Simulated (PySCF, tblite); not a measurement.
# C5H6Cl2O: geometry, infrared bands and NMR shifts

Aim: predict the infrared bands and NMR shifts of C5H6Cl2O (`CC(C)=C(Cl)C(=O)Cl`).

The runs use tblite 0.8.0 and PySCF 2.14.0, with density-fitted response routines of our own; the level of theory stands in each step. All values are computed, except where a source is named. Atoms count from 0, in the outputs and in this text.

**1. Starting geometry**

14 atoms, charge 0, multiplicity 1; geometry from: force field or distance geometry start.

Bonds of the start (Å): C0–C1 1.49, C1–C2 1.52, C1–C3 1.36, C3–Cl4 1.72, C3–C5 1.51, C5–O6 1.23, C5–Cl7 1.77, C0–H8 1.10, C0–H9 1.10, C0–H10 1.09, C2–H11 1.10, C2–H12 1.08, C2–H13 1.10.

**2. Optimising the geometry with GFN2-xTB**

What the job is given:

```
{"job": {"kind": "relax", "xc": "GFN2-xTB", "basis": "xTB"}, "charge": 0, "multiplicity": 1}
C     -1.278400     1.283200    -0.241700
C     -0.260800     0.205000    -0.050500
C     -0.860200    -1.089600     0.464800
C      1.067100     0.365500    -0.277400
Cl     1.744900     1.868900    -0.780200
C      2.059100    -0.770800    -0.142300
O      1.776200    -1.878300    -0.588600
Cl     3.599200    -0.415800     0.652900
H     -1.740200     1.546100     0.719700
H     -2.080200     0.929100    -0.908100
H     -0.893400     2.203700    -0.678800
H     -1.365200    -1.618300    -0.359000
H     -0.151500    -1.756800     0.940400
H     -1.617300    -0.872600     1.226700
```

On the command line:

```sh
> OMP_NUM_THREADS=1 python probes_run.py task.json out
```

One launch serves the whole session: the jobs run in the order shown.

**Question.** This job is followed by: GFN2-xTB harmonic vibrations, gas phase; GIAO PBE0/pcSseg-1 NMR shielding, non-relativistic, gas phase. Predict these results of the whole session: strongest single infrared mode (GFN2-xTB); zero-point energy (GFN2-xTB); 13C shifts against TMS (PBE0/pcSseg-1); 1H shifts against TMS (PBE0/pcSseg-1, means over atoms taken as alike); 35Cl shifts against HCl (PBE0/pcSseg-1); 17O shifts against H2O (PBE0/pcSseg-1).

The runs gave:

| quantity | value |
| --- | --- |
| strongest single infrared mode (GFN2-xTB) | 1579 cm⁻¹, 245 km/mol |
| zero-point energy (GFN2-xTB) | 60.7 kcal/mol |
| 13C shifts against TMS (PBE0/pcSseg-1) | 174.6, 172.7, 132.1, 31.4, 28.7 ppm |
| 1H shifts against TMS (PBE0/pcSseg-1, means over atoms taken as alike) | 2.47, 2.44 ppm |
| 35Cl shifts against HCl (PBE0/pcSseg-1) | 474, 250 ppm |
| 17O shifts against H2O (PBE0/pcSseg-1) | 576.4 ppm |

**Reading.** Relaxing lowered the energy by 0.294 eV in 95 steps; the close pair that moved most is C3–C5, from 1.514 to 1.455 Å. The lowest mode is imaginary (32i cm⁻¹), so the xTB geometry is not a minimum. The strongest single mode, at 1579 cm⁻¹, moves mainly C1 and C3. Unscaled tight-binding wavenumbers are off by several per cent, some by more. Its intensities can rank the bands wrongly. At PBE0/pcSseg-1: The largest span, 909 ppm, is at O6, where the paramagnetic term is -642 ppm.
